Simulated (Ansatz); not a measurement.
Run this with Ansatz's Python interface and show what comes out.

`shear_mo.py`
```python
"""Sliding a block of Mo over its periodic image."""

from dataclasses import dataclass

import ansatz
import numpy as np


@dataclass(frozen=True)
class Settings:
    functional: str = "LDA"
    occupations: str = "methfessel_paxton"
    cutoff_ev: int = 530
    max_scf: int = 150
    kmesh: tuple[int, ...] = (8, 8, 8)


opts = Settings()

vectors0 = np.array([
    [-1.573415, 1.573415, 1.573415],
    [1.573415, -1.573415, 1.573415],
    [1.573415, 1.573415, -1.573415],
])
sites = [
    ("Mo", (0.0, 0.0, 0.0)),
]


def on_lattice(cell):
    crystal = ansatz.Crystal(lattice=ansatz.Lattice.of(cell))
    for symbol, position in sites:
        crystal = crystal.atom(symbol, position)
    return crystal


def main() -> None:
    block = on_lattice(vectors0).supercell(1, 1, 3).resolved()
    cell0 = np.array(block.lattice.vectors)
    xyz = np.array([site.position for site in block.sites]) @ cell0
    normal = np.cross(cell0[0], cell0[1])
    area = np.linalg.norm(normal)
    normal *= np.sign(normal @ cell0[2]) / area
    # the atoms stay where they are; only the third vector changes
    energies = []
    for amount in [0, 0.25, 0.5, 0.75]:
        cell = cell0.copy()
        cell[2] += amount * (cell0[0] + cell0[1])
        moved = ansatz.Crystal(lattice=ansatz.Lattice.of(cell))
        for site, fraction in zip(block.sites, xyz @ np.linalg.inv(cell)):
            moved = moved.atom(site.symbol, fraction)
        job = moved.calculation()
        job = job.functional(opts.functional).occupations(opts.occupations)
        job = job.basis(opts.cutoff_ev)
        job = job.scf(max_iterations=opts.max_scf, algorithm="density_mixing")
        job = job.kpoints(*opts.kmesh)
        energies.append(job.run(threads=1, pin="off").report["free_energy_ev"])
        print(f"shift {amount:5.3f} of the vector: {(energies[-1] - energies[0]) / area * 16.02177:8.4f} J/m^2")


if __name__ == "__main__":
    main()
```

Output of `python shear_mo.py`:
```text
shift 0.000 of the vector:   0.0000 J/m^2
shift 0.250 of the vector:   1.4684 J/m^2
shift 0.500 of the vector:   3.3697 J/m^2
shift 0.750 of the vector:   1.4684 J/m^2
```

Caveats:
- These settings explore the input space; cutoff and mesh may be short of convergence.
- The run is spin-unpolarised.
- The atoms are held rigidly, so these energies lie above those of relaxed faces or faults.
- It ran for 23 s on 1 thread of Arm Neoverse V2 (shared host), peak memory 0.51 GiB.

(Lines on the test bed's own set-up are left out of the output.)
